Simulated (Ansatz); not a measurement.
**YNi2B2C (I4/mmm): projected density of states**

Aim: a projected density of states, for YNi2B2C (I4/mmm), run from a script.

All numbers are computed with Ansatz 0.2.0, driven from Python. Level of theory: DFT PBEsol, plane waves, PAW.

## Step 1: Starting point

It takes space group I4/mmm (No. 139, tetragonal). The conventional cell has a = 3.549 Å, b = 3.549 Å, c = 10.373 Å, α = 90.00°, β = 90.00°, γ = 90.00°. Y (site symmetry 4/mmm) has 4 C at 2.51 Å as nearest neighbours. Around Ni (site symmetry -4m2) lie 4 B at 2.09 Å. B (site symmetry 4mm) is surrounded by 1 C at 1.49 Å and 4 Ni at 2.09 Å. C (site symmetry 4/mmm) is surrounded by 2 B at 1.49 Å.

The script reads yni2b2c.xyz:

```xyz
6
Lattice="-1.774395 1.774395 5.186256 1.774395 -1.774395 5.186256 1.774395 1.774395 -5.186256" Properties=species:S:1:pos:R:3:initial_magmoms:R:1 pbc="T T T"
Y     0.00000000    0.00000000    5.18625600  0.00
Ni    0.00000000    1.77439500    2.59312800  1.50
Ni    1.77439500    0.00000000    2.59312800  1.50
B     0.00000000   -0.00000000    1.49262522  0.00
B     0.00000000   -0.00000000    8.87988678  0.00
C     0.00000000    0.00000000    0.00000000  0.00
```

## Step 2: The script

Contents of run_pdos.py:

```python
"""Projected density of states of YNi2B2C."""

import ansatz as az
import numpy as np


def main() -> None:
    yni2b2c = az.Crystal.from_extxyz("yni2b2c.xyz")

    model = (
        yni2b2c.calculation()
        .spin("collinear")
        .functional("pbesol")
        .occupations(az.OccupationsMethod.COLD, width=0.1)
        .kpoints(density=3.7)
        .scf(extra_bands=18)
        .density_of_states(projected=True, energy_step=0.05)
    )
    history = []
    result = model.session().plan().execute(on_event=lambda event: history.append(event["data"]["dr2_ev"]) if event["event"] == "scf_iter" else None)
    r = result.report
    print("density residual by iteration (eV):", " ".join(f"{value:.1e}" for value in history[:40]))

    dos = result.density_of_states()
    energy = np.asarray(dos.energies_ev) - dos.fermi_ev
    curves = {}
    for site in result.projected_density_of_states().sites:
        for shell in site.shells:
            weight = sum(np.sum(curve.g_bin_mean_per_ev, axis=0) for curve in shell.curves)
            name = f"{site.species} {shell.label}"
            curves[name] = curves.get(name, 0) + weight

    print("E-EF   " + " ".join(f"{name:>8s}" for name in curves))
    for e in np.arange(-6, 6 + 0.1, 1.0):
        print(f"{e:5.1f}  " + " ".join(f"{np.interp(e, energy, g):8.3f}" for g in curves.values()))


if __name__ == "__main__":
    main()
```

## Step 3: The calls as engine input

The package turns the script's settings into the engine's input:

```yaml
crystal:
  lattice:
    - [-1.774395, 1.774395, 5.186256]
    - [1.774395, -1.774395, 5.186256]
    - [1.774395, 1.774395, -5.186256]
  atoms:
    - { symbol: "Y", position: [0.5, 0.5, 0.0], spin: 0.0 }
    - { symbol: Ni, position: [0.75, 0.25, 0.5], spin: 1.5 }
    - { symbol: Ni, position: [0.25, 0.75, 0.5], spin: 1.5 }
    - { symbol: B, position: [0.1439019998241506, 0.1439019998241506, 0.0], spin: 0.0 }
    - { symbol: B, position: [0.8560980001758494, 0.8560980001758494, 0.0], spin: 0.0 }
    - { symbol: C, position: [0.0, 0.0, 0.0], spin: 0.0 }
kpoints:
  mp_grid:
    kspacing: 0.27027027027027023
hamiltonian:
  xc: pbesol
magnetization:
  spin_polarized: true
scf:
  n_extra_bands: 18
  occupations:
    method: cold
    width: 0.1
output:
  dos:
    de: 0.05
    projected: true
```

## Step 4: Launch

Run with:

```console
python run_pdos.py
```

Log:

```text
DeckWarning: basis.ecutwfc = 420 eV, auto-derived from the records' recommended cutoffs: set by Y (normal level)
RunWarning: the starting moments were not kept: the SCF closed with an absolute magnetisation of 1.1e-5 μB, where they sum to 3 μB in size (2 sites). That is at most 0.1 of that sum. Measured as dr2_m measures the in/out step, that magnetisation stands 1.2e-10 eV from none, at or under [...]
density residual by iteration (eV): 2.7e+01 2.3e+00 8.1e-01 1.8e+00 3.6e-02 6.0e-03 3.7e-04 7.8e-05 9.1e-06 9.5e-05 8.0e-06 2.7e-07 5.0e-08 2.5e-08 1.2e-09 1.4e-10
E-EF       Y 4S     Y 5S     Y 4P     Y 4D    Ni 3S    Ni 4S    Ni 3P    Ni 3D     B 2S     B 2P     C 2S     C 2P
 -6.0     0.012    0.035    0.017    0.063    0.004    0.180    0.006    0.226    0.139    0.644    0.014    0.266
 -5.0     0.006    0.026    0.037    0.193    0.003    0.165    0.011    1.095    0.229    1.318    0.034    0.548
 -4.0     0.001    0.013    0.025    0.170    0.001    0.038    0.011    1.607    0.125    1.316    0.001    0.381
 -3.0     0.001    0.101    0.008    0.376    0.000    0.022    0.007    4.646    0.027    0.413    0.019    0.173
 -2.0     0.001    0.007    0.009    0.422    0.001    0.105    0.003    7.901    0.014    0.274    0.010    0.559
 -1.0     0.000    0.027    0.006    0.239    0.000    0.036    0.004    1.151    0.057    0.267    0.010    0.279
  0.0     0.000    0.054    0.002    0.687    0.001    0.064    0.007    1.856    0.194    0.639    0.029    0.116
  1.0     0.000    0.010    0.000    0.455    0.000    0.007    0.003    0.340    0.046    0.331    0.006    0.082
  2.0     0.000    0.011    0.001    0.368    0.000    0.122    0.002    0.280    0.073    0.359    0.007    0.224
  3.0     0.000    0.012    0.001    0.457    0.000    0.055    0.002    0.207    0.058    0.487    0.012    0.163
  4.0     0.001    0.015    0.001    1.575    0.001    0.019    0.001    0.175    0.159    0.352    0.006    0.087
  5.0     0.001    0.096    0.003    2.422    0.000    0.093    0.002    0.193    0.151    0.868    0.040    0.192
  6.0     0.002    0.372    0.004    1.899    0.000    0.097    0.002    0.200    0.176    1.419    0.030    0.498
```

(Warnings from the package without file and line, shortened.)

It took 61 s on 1 thread of Arm Neoverse V1, shared host; peak memory 0.79 GiB.

Lines on the test bed's own set-up are left out of the output.

## Step 5: Size and end state of the run

The report of the run holds:

```
             item         value
SCF cycles in all            16
  k-points solved           102
      plane waves          1289
            bands            47
valence electrons            57
 free energy (eV)  -15960.35186
 Fermi level (eV)        14.222
```

## Step 6: Outcome

| quantity | value |
| --- | --- |
| free energy | -15960.3519 eV (-2660.0586 eV/atom) |
| gap on the mesh | none |
| moment, net / absolute | 0.00 / 0.00 μB per cell |

What this shows: The mesh shows no gap. The starting moments died away: the state reached is non-magnetic. Caveats:
- The SCF didn't keep the moments it started from (some shrank, vanished or turned); what is printed is the state reached.
- This cell is a computed structure, which may not be the phase found in nature.
- Curves are summed over the cell's atoms. Only shells that the potentials hold have channels, so projections don't add up to the total, least of all where a shell is missing (p of most metals); heights and places of peaks move with the mesh.
- The density of states is complete only as far up as bands were computed. The starting moments were not kept in at least one run, so it stands on a weaker or other magnetic state than the one typed.
